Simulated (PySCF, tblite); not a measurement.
# C7H14BP: geometry, infrared bands and NMR shifts, part 2 of 2

tblite 0.8.0 and PySCF 2.14.0. Atoms count from 0. Earlier steps stand in the parts before.

## Step 4: NMR shieldings: PBE0/pcSseg-1

Job settings and geometry (Å):

```
{"job": {"kind": "nmr", "xc": "PBE0", "basis": "pcSseg-1"}, "charge": 0, "multiplicity": 1}
B     -2.347213     1.618845     0.848049
P     -1.349726     0.409802    -0.257107
C     -1.790768    -1.336107    -0.102765
C     -2.398985    -2.043630    -1.041877
C      0.437262     0.353552    -0.027077
C      1.104398     1.020105     0.910688
C      2.575725     0.756783     0.846694
C      2.685857    -0.443916    -0.111189
C      1.360785    -0.468110    -0.891101
H     -2.107712     1.245076     1.957382
H     -1.914165     2.701599     0.604147
H     -3.485720     1.467814     0.532704
H     -1.405000     0.520631    -1.649750
H     -1.580182    -1.758278     0.874092
H     -2.630673    -1.618062    -2.005630
H     -2.695169    -3.069087    -0.887468
H      0.664890     1.693370     1.626108
H      2.998759     0.544904     1.829373
H      3.089857     1.636862     0.450015
H      3.548751    -0.366052    -0.769957
H      2.785242    -1.362883     0.467697
H      0.985902    -1.480535    -1.047843
H      1.463132     0.004302    -1.872168
```

Method: GIAO PBE0/pcSseg-1 NMR shielding, non-relativistic, gas phase.

Log:

```text
coarse grid: 18992 points
cycle   1  E = -640.6263332603  dE =  1.123e+00  |g| = 5.168e-01  |ddm| = 4.304e+00
cycle   2  E = -640.6255379128  dE =  7.953e-04  |g| = 5.342e-01  |ddm| = 1.236e+00
cycle   3  E = -640.7071705254  dE = -8.163e-02  |g| = 8.221e-02  |ddm| = 6.657e-01
cycle   4  E = -640.7085027162  dE = -1.332e-03  |g| = 4.178e-02  |ddm| = 1.215e-01
cycle   5  E = -640.7089138304  dE = -4.111e-04  |g| = 1.338e-02  |ddm| = 4.534e-02
cycle   6  E = -640.7089573947  dE = -4.356e-05  |g| = 3.071e-03  |ddm| = 1.672e-02
cycle   7  E = -640.7089598735  dE = -2.479e-06  |g| = 7.362e-04  |ddm| = 3.492e-03
final grid: 176800 points
cycle   8  E = -640.7644421448  dE = -5.382e-05  |g| = 9.312e-03  |ddm| = 4.306e-02
cycle   9  E = -640.7644354274  dE =  6.717e-06  |g| = 1.082e-02  |ddm| = 1.801e-02
cycle  10  E = -640.7644651312  dE = -2.970e-05  |g| = 9.042e-04  |ddm| = 1.012e-02
cycle  11  E = -640.7644653363  dE = -2.052e-07  |g| = 2.788e-04  |ddm| = 1.147e-03
cycle  12  E = -640.7644653548  dE = -1.846e-08  |g| = 1.104e-04  |ddm| = 3.351e-04
cycle  13  E = -640.7644653578  dE = -2.994e-09  |g| = 2.813e-05  |ddm| = 1.208e-04
cycle  14  E = -640.7644653580  dE = -2.040e-10  |g| = 7.826e-06  |ddm| = 3.693e-05
converged SCF energy = -640.7644653580

GIAO shielding tensors (ppm)
atom      isotropic    diamagn.    paramagn.     s11        s22        s33       span
  0 B      151.137     190.105     -38.968    144.634    151.169    157.609     12.975
  1 P      342.432     969.262    -626.830    290.112    337.045    400.139    110.026
  2 C       45.301     264.573    -219.271    -68.690     48.242    156.352    225.042
  3 C       49.154     253.121    -203.967    -72.156     57.298    162.319    234.475
  4 C       48.041     269.234    -221.193    -53.263     61.629    135.756    189.019
  5 C       28.172     253.177    -225.005    -84.786     28.296    141.006    225.792
  6 C      147.614     252.191    -104.577    123.062    149.766    170.013     46.951
  7 C      159.917     249.340     -89.423    131.098    172.808    175.845     44.747
  8 C      147.297     247.078     -99.781    118.504    151.222    172.164     53.660
  9 H       30.657      30.114       0.542     27.655     29.587     34.728      7.073
 10 H       30.851      29.632       1.219     27.466     29.372     35.715      8.249
 11 H       30.848      28.694       2.153     27.051     29.627     35.865      8.814
 12 H       26.555      32.669      -6.114     23.564     25.172     30.929      7.366
 13 H       25.526      33.687      -8.161     22.990     25.087     28.501      5.512
 14 H       25.515      31.246      -5.730     21.128     25.135     30.283      9.154
 15 H       25.473      28.472      -2.999     21.878     24.814     29.726      7.848
 16 H       24.696      33.994      -9.298     22.199     23.227     28.662      6.464
 17 H       29.040      29.796      -0.755     24.552     27.098     35.470     10.918
 18 H       28.979      29.753      -0.774     24.663     26.949     35.326     10.663
 19 H       29.589      29.462       0.127     24.863     27.536     36.367     11.503
 20 H       29.769      31.001      -1.232     24.477     28.379     36.452     11.975
 21 H       29.071      32.798      -3.727     23.736     29.626     33.852     10.115
 22 H       29.218      31.703      -2.485     24.283     28.690     34.680     10.397
```

It took 74 s on 1 thread of Intel Xeon Platinum 8488C, shared host; peak memory 1.1 GiB.

Shifts follow as δ = σ(reference) − σ, with reference shieldings (ppm) from runs at the same level and on the same kind of geometry: 1H TMS 31.72, 13C TMS 186.9, 31P H3PO4 318.4, 11B BF3·OEt2 100.1. The references are single molecules in the gas phase, so shifts against H2O, NH3, PH3, H3PO4 or CFCl3 are not on the usual liquid scales and can be off by tens of ppm. Atoms listed in one row are averaged.

```
       atoms                                environment  σ (ppm)  δ (ppm)  δ scaled to CDCl3
          C5                                  alkene CH     28.2    158.8              153.0
          C2                                  alkene CH     45.3    141.6              136.3
          C4            fully substituted alkene carbon     48.0    138.9              133.6
          C3                       terminal =CH2 carbon     49.2    137.8              132.5
          C8                            allylic sp3 CH2    147.3     39.6               36.8
          C6                            allylic sp3 CH2    147.6     39.3               36.5
          C7                          sp3 CH2 in a ring    159.9     27.0               24.4
         H16                   hydrogen on an alkene CH    24.70     7.02               6.72
         H15         hydrogen on a terminal =CH2 carbon    25.47     6.24               5.99
         H14         hydrogen on a terminal =CH2 carbon    25.52     6.20               5.95
         H13                   hydrogen on an alkene CH    25.53     6.19               5.94
         H12  hydrogen on a phosphorus bonded to 2 C, B    26.56     5.16                  –
         H18             hydrogen on an allylic sp3 CH2    28.98     2.74               2.69
         H17             hydrogen on an allylic sp3 CH2    29.04     2.68               2.63
         H21             hydrogen on an allylic sp3 CH2    29.07     2.65               2.60
         H22             hydrogen on an allylic sp3 CH2    29.22     2.50               2.46
         H19           hydrogen on an sp3 CH2 in a ring    29.59     2.13               2.11
         H20           hydrogen on an sp3 CH2 in a ring    29.77     1.95               1.94
H9, H10, H11            hydrogen on a boron bonded to P    30.79     0.93                  –
          B0                     boron bonded to P, 3 H    151.1    -51.1                  –
          P1             phosphorus bonded to 2 C, B, H    342.4    -24.1                  –
```

The scaled column applies a straight-line fit of computed shieldings to shifts measured in CDCl3 (root-mean-square error 0.16 ppm for H, 1.9 ppm for C).

The run also stored atomic charges by several schemes (e):

```
atoms  Mulliken    IAO  Hirshfeld  ESP fit
   B0     -0.21  -0.68      -0.16    -0.25
   P1      0.48   0.93       0.35     0.34
   C2     -0.40  -0.35      -0.08    -0.11
   C3     -0.12  -0.28      -0.07    -0.39
   C4     -0.52  -0.24      -0.05    -0.14
   C5     -0.06  -0.12      -0.02    -0.08
   C6     -0.17  -0.27      -0.07    -0.07
   C7     -0.23  -0.26      -0.06    -0.07
   C8     -0.10  -0.27      -0.07     0.00
```

Mayer bond orders: B0–P1 0.86, P1–C2 0.93, C2–C3 1.96, P1–C4 0.90, C4–C5 1.85, C5–C6 1.03, C6–C7 1.03, C7–C8 1.03, C8–C4 1.00.

Ring of atoms C4, C5, C6, C7, C8: NICS(0) -1.7, NICS(1) -3.0, NICS(1)zz -2.4 ppm (means of both faces).

Orbitals, density, ELF and potential are computed afterwards from the orbital file.

Frontier orbitals at PBE0/pcSseg-1, with the share of their density that lies nearest to each atom:

```
orbital  energy (eV)                                                                       lies on
   HOMO        -7.57                               C4, C5 about 30 % each; H18, H22 about 6 % each
   LUMO        -0.90  C2, C3 about 22 % each; C4, C5 about 11 % each; H13, H14, H15 about 6 % each
```

ELF in a plane through or near 8 of the atoms.

Ten even steps from ' ' (0.00) to '@' (1.00):
```
                                                        
                                                        
                                ....                    
                            ..++####==..                
                    ..::..  ..##@@@@##--++##%%==        
                  ..**%%##    ++%%++..++@@@@@@@@--      
        ::**##--  ::**%%##..  ::==..--++@@@@@@@@==      
      ..##@@@@%%++**++++++::..++%%@@##++%%@@@@%%..      
      ..**@@@@%%++##**%%%%++##----::##++....            
          --++****::..++::++@@--**==----                
            --####--::##**==##++::++##--..              
        ++%%%%++::%%##--##**....==**==::----::..        
      --@@@@@@@@++%%**--%%##    --====++**##==..        
      ..##@@@@**::::==@@@@@@--  --++++**%%%%++..        
          ::::      ::%%@@@@..  ::====++**++::          
                      ::**==      ........              
                                                        
                                                        
                                                        
                                                        
```
The map spans 11.9 Å across and 11.0 Å up, centred on the molecule. Atoms in the plane (x, y in Å): B0 (2.0, 2.2), P1 (1.3, 0.4), C4 (-0.5, 0.2), C8 (-1.2, -1.1), H11 (3.2, 2.1), H18 (-3.3, 1.1), H19 (-3.4, -1.3), H21 (-0.7, -2.0).

log10 of the density (e/Å³) in the same plane.

Ten even steps from ' ' (-4.0) to '@' (1.4):
```
                                                        
                            ..............              
                          ..::::------::::::..          
                  ......::::--====++++==----::::..      
          ......::::--------==++******++++++==--::..    
      ..::--------==++++++====++**########**++==--..    
    ..::--==++++++++******++==++**##%%######**==--::    
    ::--==**####****######**++**######******++==::..    
    ::--++**####################%%%%##**++==----::..    
    ::--==++**####****##@@@@####@@%%##**====--::..      
    ..--==++**####****########**######**++==--::..      
    ::--==**####%%####%%##**++++**********++==--::..    
    ::--++**##############**++==++****####**++==--..    
    ..--==++****++++**######++====++**######**==--..    
      ..----==========++**++==--==++++******++==::..    
        ....::::::::----==--::::----====++====--::      
                  ................::::------::..        
                                    ........            
                                                        
                                                        
```
The map spans 11.9 Å across and 11.0 Å up, centred on the molecule. Atoms in the plane (x, y in Å): B0 (2.0, 2.2), P1 (1.3, 0.4), C4 (-0.5, 0.2), C8 (-1.2, -1.1), H11 (3.2, 2.1), H18 (-3.3, 1.1), H19 (-3.4, -1.3), H21 (-0.7, -2.0).

On the surface of density 0.002 e/bohr³ the electrostatic potential runs, from the 1st to the 99th percentile, from -1.49 to 1.10 V.

## Step 5: What came out

What follows sums up all 2 parts.

| quantity | value |
| --- | --- |
| strongest single infrared mode (GFN2-xTB) | 2244 cm⁻¹, 244 km/mol |
| zero-point energy (GFN2-xTB) | 116.8 kcal/mol |
| 13C shifts against TMS (PBE0/pcSseg-1) | 158.8, 141.6, 138.9, 137.8, 39.6, 39.3, 27.0 ppm |
| 1H shifts against TMS (PBE0/pcSseg-1, means over atoms taken as alike) | 7.02, 6.24, 6.20, 6.19, 5.16, 2.74, 2.68, 2.65, 2.50, 2.13, 1.95, 0.93 ppm |
| 11B shifts against BF3·OEt2 (PBE0/pcSseg-1) | -51.1 ppm |
| 31P shifts against H3PO4 (PBE0/pcSseg-1) | -24.1 ppm |
| surface potential, 1st and 99th percentile | -1.49 V and 1.10 V |

In words: The optimisation took 199 steps and gained 0.805 eV; among the close pairs (by a distance rule), B0–P1 changed most, from 1.866 to 1.918 Å. No mode is imaginary among the 63: a minimum at this level. The strongest single mode, at 2244 cm⁻¹, moves mainly H12. Unscaled tight-binding wavenumbers are off by several per cent, some by more. Its intensities can rank the bands wrongly. By nearest atom (PBE0/pcSseg-1), the HOMO sits on C4, C5 about 30 % each; H18, H22 about 6 % each and the LUMO on C2, C3 about 22 % each; C4, C5 about 11 % each.
